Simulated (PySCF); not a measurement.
# C6H5F: the cost of one run

Computed with PySCF 2.14.0, with density-fitted response routines of our own, on a single molecule in the gas phase. Atoms are numbered from 0 throughout.

### Step 1. The starting structure

12 atoms, charge 0, multiplicity 1; geometry from: GFN2-xTB. The atoms were then displaced at random by about 0.01 Å, so the start is not that level's minimum.

Bonds of the start (Å): C0–C1 1.33, C1–C2 1.42, C2–C3 1.16, C3–C4 1.44, C4–C5 1.34, C5–F6 1.34, C0–H7 1.07, C0–H8 1.11, C1–H9 1.08, C4–H10 1.08, C5–H11 1.07.

### Step 2. Geometry optimisation at PBE0-D3(BJ)/def2-SVP

What the job is given:

```
{"job": {"xc": "PBE0", "basis": "def2-SVP", "d3": "d3bj", "grid": 1, "shake": 0.01, "kind": "geom"}, "charge": 0, "multiplicity": 1}
C      2.729970     0.566680     0.450570
C      1.995600    -0.537140     0.383270
C      0.587640    -0.555580     0.196710
C     -0.557640    -0.587710     0.048850
C     -1.984840    -0.622710    -0.139120
C     -2.741730     0.474960    -0.278520
F     -2.222050     1.709750    -0.266890
H      3.792270     0.584290     0.580980
H      2.237650     1.562880     0.377250
H      2.474620    -1.504850     0.483250
H     -2.469340    -1.587920    -0.140360
H     -3.802470     0.469090    -0.410860
```

Run with:

```bash
$ OMP_NUM_THREADS=1 python probes_run.py task.json out
```

This one command runs all jobs of the session in turn.

Q: Estimate the wall time and peak memory of this first job on 1 thread of Arm Neoverse V1, shared host.

About 45 s, with a peak of 0.5 GiB.
